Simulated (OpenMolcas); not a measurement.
**Gd²⁺ among point charges: CASSCF levels and susceptibility**

Aim: the splitting of the states of Gd²⁺ in the field of 6 point charges, its lowest levels with spin-orbit coupling and its magnetic susceptibility.

The numbers are computed with OpenMolcas 26.06 (state-averaged CASSCF, spin-orbit coupling by RASSI with atomic mean-field integrals), except any that are marked as measured or tabulated.

## 1. What is computed

```
Species                           : Gd²⁺ (gadolinium, Z = 64, 62 electrons)
Basis                             : ANO-RCC-VDZP [7s6p4d2f1g], 68 functions
Scalar Hamiltonian                : DKH2, point nucleus
Inactive shells                   : 1s 2s 2p 3s 3p 3d 4s 4p 4d 5s 5p
Active space                      : 8 electrons in 7 orbitals (4f)
Some configurations of this space : 4f⁸
Orbitals                          : optimised for the highest spin of each parity, averaged over all roots
```

The outer shells:

4f8
```
4f [↑↓][↑ ][↑ ][↑ ][↑ ][↑ ][↑ ]
```

The ion sits among 6 point charges of -1.5 e arranged as a tetragonal octahedron (D4h), 2.72 Å from the ion, with the axial distance 2.421 Å.

Each step is its own input file, run in one work folder so that later steps find the files of earlier ones. Labels, J, g values, rates, χT and fits are worked out afterwards by a script from the matrices that RASSI stores. The input lists half of the charges; inversion (Group=XYZ) makes the rest.

## 2. One- and two-electron integrals

File a.inp:

```
&GATEWAY
Coord
1

Gd 0.0 0.0 0.0
Basis=ANO-RCC-VDZP
Group=XYZ
NoMove
AngMom=0.0 0.0 0.0
AMFI
XField
3 Angstrom 0
2.720000 0.000000 0.000000 -1.500000
0.000000 2.720000 0.000000 -1.500000
0.000000 0.000000 2.420800 -1.500000
&SEWARD
```

## 3. CASSCF: septets of even parity, 7 roots

File a.inp:

```
&RASSCF
FileOrb=start.orb
Symmetry=1
Spin=7
nActEl=8 0 0
Inactive=15 12
Ras2=0 7
CIRoot=7 7 1
SDav=7
CIMx=300
Iter=120 100
PrWF=0.3
OrbListing=Nothing
MaxOrb=0
>>> COPY $Project.JobIph JOB001
```

start.orb holds the contracted functions of the basis, ordered by shell, or the orbitals of the step before.

## 4. Reference wave functions, quintets of even parity, 140 roots

File a.inp:

```
&RASSCF
FileOrb=start.orb
Symmetry=1
Spin=5
nActEl=8 0 0
Inactive=15 12
Ras2=0 7
CIRoot=140 140 1
SDav=140
CIMx=300
Iter=120 100
PrWF=0.3
OrbListing=Nothing
MaxOrb=0
CIOnly
>>> COPY $Project.JobIph JOB002
```

## 5. CASSCF: triplets of even parity, 162 roots

File a.inp:

```
&RASSCF
FileOrb=start.orb
Symmetry=1
Spin=3
nActEl=8 0 0
Inactive=15 12
Ras2=0 7
CIRoot=162 162 1
SDav=588
CIMx=300
Iter=120 100
PrWF=0.3
OrbListing=Nothing
MaxOrb=0
CIOnly
>>> COPY $Project.JobIph JOB003
```

## 6. RASSI: spin-orbit coupling between the states

File a.inp:

```
&RASSI
NrOfJobIphs=3 7 77 26
1 2 3 4 5 6 7
1 2 3 4 5 6 7 8 9 10 11 12 13 14 15 16 17 18 19 20 21 22 23 24 25 26 27
28 29 30 31 32 33 34 35 36 37 38 39 40 41 42 43 44 45 46 47 48 49 50 51
52 53 54 55 56 57 58 59 60 61 62 63 64 65 66 67 68 69 70 71 72 73 74 75
76 77
1 2 3 4 5 6 7 8 9 10 11 12 13 14 15 16 17 18 19 20 21 22 23 24 25 26
IphNames
JOB001
JOB002
JOB003
EJob
SpinOrbit
DIPRint=1.0
SOCoupling=1000.0
Subsets=2
Property=9
'ANGMOM' 1 'ANGMOM' 2 'ANGMOM' 3 'MLTPL  1' 1 'MLTPL  1' 2 'MLTPL  1' 3
'AMFI' 1 'AMFI' 2 'AMFI' 3
SOProperty=3
'ANGMOM' 1 'ANGMOM' 2 'ANGMOM' 3
```

**Question.** What will these runs give? Wanted: spin-free ground state; first state of the same spin within the active space; lowest level; next level.

**Answer**, as computed:

```
                                            quantity                           value
                                              method                          CASSCF
                              spin-free ground state  7E, 2-fold in its orbital part
first state of the same spin within the active space                7B1 at 31.9 cm⁻¹
                                        lowest level   2-fold, g = 0.00, 0.00, 17.95
                                          next level                       68.4 cm⁻¹
                                         χT at 300 K                 11.66 cm³ K/mol
                           effective moment at 300 K                         9.66 μB
```

In words: The spin-free ground state (7E) comes to 100 % from free-ion F terms and keeps the highest spin of the shell. The quintets, triplets rest on orbitals optimised for another spin in at least one step, which raises them against the optimised states. Not all states of the active space went into the spin-orbit step. The free ion's ground configuration, as NIST lists it, lies outside this active space, so the lowest level here need not be the ground level. High states of lower spin are left out of the spin-orbit mixing, and CASSCF puts spin-flip levels too high. Point charges carry no covalency, so the field is a model and not that of real ligands.
